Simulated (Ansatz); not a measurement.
# C2H5BN+ (SMILES [NH2+]=C1BC1): functionals against CCSD(T) at one geometry

An exercise on one series of results from a longer session: the logs are not shown, and one member is left open.

Program: Ansatz 0.2.0, Gaussian basis. Level of theory: single points in def2-TZVPP. These are calculated values, not measurements.

Cores are frozen in the correlated methods.

### The system as given

SMILES `[NH2+]=C1BC1`, 9 atoms, charge 1, spin multiplicity 1.

Atoms are counted from 1 here; the program's logs count them from 0.

Bond lengths: N1–C2 1.341 Å, N1–H5 1.066 Å, N1–H6 1.064 Å, C2–B3 1.582 Å, C2–C4 1.508 Å, B3–C4 1.637 Å, B3–H7 1.203 Å, C4–H8 1.173 Å, C4–H9 1.155 Å. Angles: C2–N1–H5 118.5°, C2–N1–H6 123.1°, H5–N1–H6 118.4°, N1–C2–B3 154.3°, N1–C2–C4 135.4°, B3–C2–C4 63.9°, C2–B3–C4 55.8°, C2–B3–H7 155.2°, C4–B3–H7 146.3°, C2–C4–B3 60.2°, C2–C4–H8 120.8°, C2–C4–H9 120.8°, B3–C4–H8 144.9°, B3–C4–H9 95.9°, H8–C4–H9 108.9°.

Coordinates:

```
N    -0.3017    1.3867   -0.8015
C     0.1719    0.2769   -0.2168
B     0.8253   -1.1643   -0.2110
C    -0.3219   -0.6710    0.8474
H     0.1269    1.6962   -1.7272
H    -1.0605    1.9937   -0.3670
H     1.6764   -1.9784   -0.4566
H    -1.4615   -0.7255    1.1215
H     0.3025   -0.8693    1.7988
```

Set-up of the first run:

run/in.yaml reads:

```yaml
crystal:
  periodic: [false, false, false]
  atoms:
    - {symbol: N, position_ang: [-0.301700, 1.386700, -0.801500]}
    - {symbol: C, position_ang: [0.171900, 0.276900, -0.216800]}
    - {symbol: B, position_ang: [0.825300, -1.164300, -0.211000]}
    - {symbol: C, position_ang: [-0.321900, -0.671000, 0.847400]}
    - {symbol: H, position_ang: [0.126900, 1.696200, -1.727200]}
    - {symbol: H, position_ang: [-1.060500, 1.993700, -0.367000]}
    - {symbol: H, position_ang: [1.676400, -1.978400, -0.456600]}
    - {symbol: H, position_ang: [-1.461500, -0.725500, 1.121500]}
    - {symbol: H, position_ang: [0.302500, -0.869300, 1.798800]}
basis:
  gaussian: {orbitals: def2-TZVPP}
total_charge: 1
correlation: {method: ccsd_t}
output: {forces: true}
```

The command line of these runs was not kept.

Among the steps run: CCSD(T)/def2-TZVPP; PBE0-D4/def2-TZVPP; wB97M-V/def2-TZVPP; r2SCAN-D4/def2-TZVPP; PBE-D4/def2-TZVPP; SPW92/def2-TZVPP; CAM-B3LYP-D4/def2-TZVPP.

One of the session's tables, all rows but one given; the rest of the session is left out.

| method | RMS force component (eV/Å) | angle to CCSD(T) forces (°) |
| --- | --- | --- |
| CCSD(T) | 0.881 | reference |
| PBE0-D4 | 0.962 | 12.9 |
| wB97M-V | 0.945 | 8.9 |
| r2SCAN-D4 | 0.918 | 12.2 |
| PBE-D4 | 0.818 | 15.7 |
| SPW92 | ? | ? |
| CAM-B3LYP-D4 | 0.977 | 12.7 |

Estimate the missing values for SPW92.

As computed: RMS force component (eV/Å): 0.927; angle to CCSD(T) forces (°): 29.4. In the column «RMS force component (eV/Å)» it lies between r2SCAN-D4 (0.918) and wB97M-V (0.945).
